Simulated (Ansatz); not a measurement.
**SnBr₂: ionisation energy by level of theory**

An exercise on one series of results from a longer session: the logs are not shown, and one member is left open.

Program: Ansatz 0.2.0, Gaussian basis. Level of theory: unrestricted cation, the program's frozen cores in correlated methods. These are calculated values, not measurements.

Levels to be run: UKS PBE-D4/def2-TZVPP; UKS r2SCAN-D4/def2-TZVPP; UKS PBE0-D4/def2-TZVPP; UKS B3LYP-D4/def2-TZVPP; UKS wB97X-V/def2-TZVPP; UKS wB97M-V/def2-TZVPP; UKS B2PLYP/def2-TZVPP; UHF-CCSD(T)/def2-TZVPP; UHF-MP2/def2-QZVPP; extrapolation to the limit; then −ε(HOMO) from the neutral's earlier runs with LDA (SPW92), PBE-D4, revPBE-D4, BLYP-D4, r2SCAN-D4, B97M-V, PBE0-D4, B3LYP-D4, r2SCANh-D4, r2SCAN0-D4, HSE06-D4, BHLYP-D4, CAM-B3LYP-D4, LC-ωPBE, ωB97X-V, ωB97M-V.

**The relaxed structure**

All runs share one geometry, relaxed beforehand with PBE0-D4 in a triple-zeta def2 set. Sn takes the def2 core potential; no spin-orbit term is included.

SMILES `[Br][Sn][Br]`, 3 atoms, charge 0, spin multiplicity 1.

Atoms are counted from 1 here; the program's logs count them from 0.

Bond lengths: Br1–Sn2 2.519 Å, Sn2–Br3 2.519 Å. Angles: Br1–Sn2–Br3 99.3°.

Coordinates:

```xyz
3
Br2Sn
Br   -1.73836    0.32976   -0.92385
Sn    0.36862    0.95121    0.30817
Br    1.35894   -1.34576    0.60238
```

Set-up of the first run:

in.yaml

```yaml
crystal:
  periodic: [false, false, false]
  atoms:
    - {symbol: Br, position_ang: [-1.738357, 0.329756, -0.923845]}
    - {symbol: Sn, position_ang: [0.368620, 0.951207, 0.308165]}
    - {symbol: Br, position_ang: [1.358938, -1.345764, 0.602381]}
basis:
  gaussian: {orbitals: def2-TZVPP}
total_charge: 1
magnetization: {spin_polarized: true, initial_magnetization: 1}
hamiltonian: {xc: pbe, dispersion: d4}
```

The run is started by

```console
$ ansatz run in.yaml --threads 4 --pin off --events-out ev --progress --plain --max-ram 10444MiB
```

Steps of the session up to this table: Cation, UKS PBE-D4/def2-TZVPP; Cation, UKS r2SCAN-D4/def2-TZVPP; Cation, UKS PBE0-D4/def2-TZVPP; Cation, UKS B3LYP-D4/def2-TZVPP; Cation, UKS wB97X-V/def2-TZVPP; Cation, UKS wB97M-V/def2-TZVPP; Cation, UKS B2PLYP (frozen core)/def2-TZVPP; Cation, UHF-CCSD(T)/def2-TZVPP; Cation, UHF-MP2/def2-QZVPP.

One table of the session follows, with a row left open; its other results are not shown here.

For comparison, −ε(HOMO) of the neutral from earlier runs:

| functional | −ε(HOMO) (eV) |
| --- | --- |
| LDA (SPW92) | 6.90 |
| PBE-D4 | 6.69 |
| revPBE-D4 | 6.63 |
| BLYP-D4 | 6.54 |
| r2SCAN-D4 | 6.99 |
| B97M-V | 6.89 |
| PBE0-D4 | 7.72 |
| B3LYP-D4 | 7.53 |
| r2SCANh-D4 | 7.36 |
| r2SCAN0-D4 | 7.92 |
| HSE06-D4 | 7.34 |
| BHLYP-D4 | 8.60 |
| CAM-B3LYP-D4 | 8.90 |
| LC-ωPBE | 10.09 |
| ωB97X-V | ? |
| ωB97M-V | 9.70 |

**Question.** Estimate the row for ωB97X-V.

As computed: −ε(HOMO) (eV): 9.80. In the column «−ε(HOMO) (eV)» it lies between ωB97M-V (9.70) and LC-ωPBE (10.09).
